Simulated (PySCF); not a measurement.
**[Dy(NH3)2]3+: other functionals and bases at one geometry**

One table from this session's results is given with a row withheld; the runs are named, their logs left out.

Program: PySCF 2.14.0. Level of theory: several levels, as the steps say, no spin–orbit coupling. These are calculated values, not measurements.

4 further runs of the same task are left out: 2 for a known fault of the program, 2 that didn't finish.

## The starting structure

9 atoms, charge 3, spin multiplicity 1.

Bond lengths: Dy1–N2 2.373 Å, Dy1–N6 2.372 Å, N2–H3 1.044 Å, N2–H4 1.044 Å, N2–H5 1.043 Å, N6–H7 1.044 Å, N6–H8 1.043 Å, N6–H9 1.044 Å. Angles: N2–Dy1–N6 109.9°, Dy1–N2–H3 115.4°, Dy1–N2–H4 115.1°, Dy1–N2–H5 116.7°, H3–N2–H4 102.4°, H3–N2–H5 102.6°, H4–N2–H5 102.6°, Dy1–N6–H7 116.3°, Dy1–N6–H8 116.1°, Dy1–N6–H9 114.7°, H7–N6–H8 102.6°, H7–N6–H9 102.6°, H8–N6–H9 102.5°.

Coordinates:

```xyz
9

Dy   -0.17959    1.16226   -0.00040
N     0.02360   -0.18470    1.94237
H     0.91047   -0.06447    2.48046
H    -0.70522   -0.02104    2.67228
H    -0.02039   -1.21711    1.80337
N     0.03609   -0.18225   -1.94275
H     0.90306   -0.75912   -2.01110
H    -0.71891   -0.88474   -2.10185
H     0.04446    0.34793   -2.84237
```

Formal oxidation states: Dy +3. Each metal's 9 4f electrons lie in its core potential, so multiplicities, spins and levels count the valence alone. An earlier session relaxed this geometry at B3LYP, Dy lcecp-1-SVP with ECP55, N def2-SVP, H def2-SVP (singlet, point group C1).

At B3LYP on the finer grid: E = -148.962846 Eh, HOMO -25.72 eV, LUMO -18.64 eV, Mulliken charge on Dy1 +2.07 e, largest force component 0.009 eV/Å. 

Levels to run: PBE0; CAM-B3LYP; BP86; r2SCAN; B3LYP, TZVP. Hardware: 2 threads of Arm Neoverse V2, shared host.

The first run:

File run.py (the lines that set the calculation):

```python
mol = gto.M(atom='''
Dy    -0.17959     1.16226    -0.00040
N      0.02360    -0.18470     1.94237
H      0.91047    -0.06447     2.48046
H     -0.70522    -0.02104     2.67228
H     -0.02039    -1.21711     1.80337
N      0.03609    -0.18225    -1.94275
H      0.90306    -0.75912    -2.01110
H     -0.71891    -0.88474    -2.10185
H      0.04446     0.34793    -2.84237''',
    basis={'Dy': 'lcecp-1-SVP', 'N': 'def2-SVP', 'H': 'def2-SVP'},
    ecp={'Dy': 'lcecp-1-SVP'},
    charge=3, spin=0)
mf = dft.RKS(mol, xc='PBE0')
mf.grids.atom_grid = (75, 302)  # f atoms: unpruned, at least (60, 302)
mf = mf.density_fit()  # fitting sets: Dy AutoAux, N def2-universal-JKFIT, H def2-universal-JKFIT
mf.conv_tol = 1e-08; mf.max_cycle = 55
mf.kernel(dm0)  # dm0: the density of the relaxed state
```

Run with:

```console
> OMP_NUM_THREADS=2 python run.py
```

Steps of the session up to this table: PBE0; CAM-B3LYP; BP86; r2SCAN; B3LYP, TZVP.

One of the session's tables, all rows but one given; the rest of the session is left out.

```
               level  HOMO (eV)  gap (eV)  charge on Dy1 (e)  dipole (D)  largest force component (eV/Å)
B3LYP (relaxed here)     -25.72      7.08               2.07        3.80                            0.01
                PBE0     -26.02      7.81               2.10        3.76                            0.18
           CAM-B3LYP          ?         ?                  ?           ?                               ?
                BP86     -24.64      5.52               2.01        4.05                            0.35
              r2SCAN     -24.82      6.25               2.10        3.81                            0.09
         B3LYP, TZVP     -25.64      7.08               2.27        3.82                            0.37
```

Q: Estimate the row for CAM-B3LYP from the others.

**Answer.** HOMO (eV): -27.39; gap (eV): 10.07; charge on Dy1 (e): 2.10; dipole (D): 3.64; largest force component (eV/Å): 0.11. In the column «HOMO (eV)» it is the lowest.

The dipole of a charged species depends on the origin, so these sizes hold for this origin alone.

In one basis the HOMO–LUMO gap runs from 5.52 eV (BP86) to 10.07 eV (CAM-B3LYP). The largest leftover force, 0.37 eV/Å with B3LYP, TZVP, stands at a geometry relaxed at another level. With 4f in the core, its levels are missing from HOMO and gap, and its count is fixed, so no charge can pass from the ligands into it. Total energies of different levels can't be compared.
